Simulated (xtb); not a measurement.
# CH3ClFInS (SMILES F[CH2][In]([SH])[Cl]): GFN-FF (ALPB ch2cl2)

We compute a structure relaxation of CH3ClFInS. 

Program for the calculation: xtb 6.7.1.

2 further runs of the same task are left out: 2 set aside as unsound or not needed.

## (1) The molecule

CH3ClFInS has 8 atoms, charge 0, and is taken as a singlet. SMILES: `F[CH2][In]([SH])[Cl]`. Geometry: a GFN2-xTB relaxation, a rough one for these elements and not checked as a minimum. This is one conformer, not always the lowest. The run starts from this shape.

Bond lengths: F1–C2 1.378 Å, C2–In3 2.286 Å, In3–S4 2.428 Å, In3–Cl5 2.307 Å, C2–H6 1.091 Å, C2–H7 1.090 Å, S4–H8 1.330 Å. Angles: F1–C2–In3 103.4°, C2–In3–S4 122.9°, C2–In3–Cl5 118.6°, S4–In3–Cl5 118.1°, F1–C2–H6 107.8°, F1–C2–H7 108.0°, In3–C2–H6 114.5°, In3–C2–H7 110.2°, In3–S4–H8 91.5°, H6–C2–H7 112.3°.

## (2) A structure relaxation at GFN-FF (ALPB ch2cl2)

input.xyz reads:

```xyz
8
CH3ClFInS
F     -1.28100     0.86552     1.19559
C     -0.03417     1.19355     0.70767
In     0.34334    -0.39388    -0.89308
S      0.07670    -2.77190    -0.48018
Cl     0.74057     0.29604    -3.05831
H      0.66740     1.17051     1.54336
H     -0.10073     2.18060     0.24965
H     -0.41212    -2.54044     0.73530
```

Command:

```
xtb input.xyz --chrg 0 --json --gfnff -o normal --alpb ch2cl2 > run.log 2> xtb.err
```

What values should one expect? Wanted: steric energy; dipole moment; dispersion energy; solvent term in the energy.

**Answer.** As computed:

At GFN-FF (ALPB ch2cl2):

```
                           quantity          value
     steric energy (arbitrary zero)    -0.77867 Eh
dipole moment (from atomic charges)         1.59 D
                  dispersion energy  -10.62 kJ/mol
         solvent term in the energy   -35.5 kJ/mol
```

In words: At the final geometry: Bond lengths: F1–C2 1.326 Å, C2–In3 2.211 Å, In3–S4 2.377 Å, In3–Cl5 2.337 Å, C2–H6 1.092 Å, C2–H7 1.092 Å, S4–H8 1.344 Å. Angles: F1–C2–In3 108.9°, C2–In3–S4 103.1°, C2–In3–Cl5 116.1°, S4–In3–Cl5 117.9°, F1–C2–H6 109.2°, F1–C2–H7 109.2°, In3–C2–H6 110.7°, In3–C2–H7 110.2°, In3–S4–H8 90.0°, H6–C2–H7 108.6°. The optimisation took 34 steps and changed the energy by -0.134 eV.
